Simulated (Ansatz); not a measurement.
# InRu3: the cost of one run

Method: DFT PBE, scalar-relativistic, plane waves, PAW, in Ansatz 0.2.0.

### Step 1. The structure to begin with

It takes space group R-3c (No. 167, trigonal). The conventional cell has a = 6.670 Å, b = 6.670 Å, c = 12.245 Å, α = 90.00°, β = 90.00°, γ = 120.00°. Around In (site symmetry -3) lie 6 Ru at 2.28 Å. Around Ru (site symmetry 2) lie 2 In at 2.28 Å.

Structure file:

```cif
data_structure
_symmetry_space_group_name_H-M 'R-3c:H'
_symmetry_Int_Tables_number 167
_cell_length_a 6.6705
_cell_length_b 6.6705
_cell_length_c 12.2450
_cell_angle_alpha 90.000
_cell_angle_beta 90.000
_cell_angle_gamma 120.000
_cell_volume 471.85
loop_
_atom_site_label
_atom_site_type_symbol
_atom_site_symmetry_multiplicity
_atom_site_Wyckoff_symbol
_atom_site_fract_x
_atom_site_fract_y
_atom_site_fract_z
_atom_site_occupancy
In1 In 6 b 0.00000 0.00000 0.00000 1
Ru1 Ru 18 e 0.40158 0.00000 0.25000 1
```

Recipe of the guess: random cell by space group and Wyckoff sites (R-3c, No. 167). Its size is a rough estimate.

### Step 2. The guess as it stands, on a coarse mesh

Contents of input.yaml:

```yaml
crystal:
  lattice:
    - [3.3352251, 1.92559311, 4.08168252]
    - [-3.3352251, 1.92559311, 4.08168252]
    - [0.0, -3.85118622, 4.08168252]
  atoms:
    - { symbol: In, position: [0.0, 0.0, 0.0] }
    - { symbol: In, position: [0.5, 0.5, 0.5] }
    - { symbol: Ru, position: [0.65157598, 0.84842402, 0.25] }
    - { symbol: Ru, position: [0.25, 0.65157598, 0.84842402] }
    - { symbol: Ru, position: [0.84842402, 0.25, 0.65157598] }
    - { symbol: Ru, position: [0.34842402, 0.15157598, 0.75] }
    - { symbol: Ru, position: [0.75, 0.34842402, 0.15157598] }
    - { symbol: Ru, position: [0.15157598, 0.75, 0.34842402] }
basis:
  ecutwfc: 420
kpoints:
  mp_grid: { grid: [3, 3, 3] }
hamiltonian:
  xc: pbe
scf:
  occupations: { method: gaussian, width: 0.1 }
  lower_state_search: "off"
output:
  forces: true
  stress: true
  eigenvalues: true
```

Command:

```bash
$ ansatz run input.yaml --threads 1 --pin off --max-ram 2560MiB --backend cpu --events-out ev --progress --plain --runs-dir out
```

**Question.** How long does this run take on 1 thread of Arm Neoverse V1, shared host, and how much memory does it need?

About 4.7 s, with a peak of 0.42 GiB.
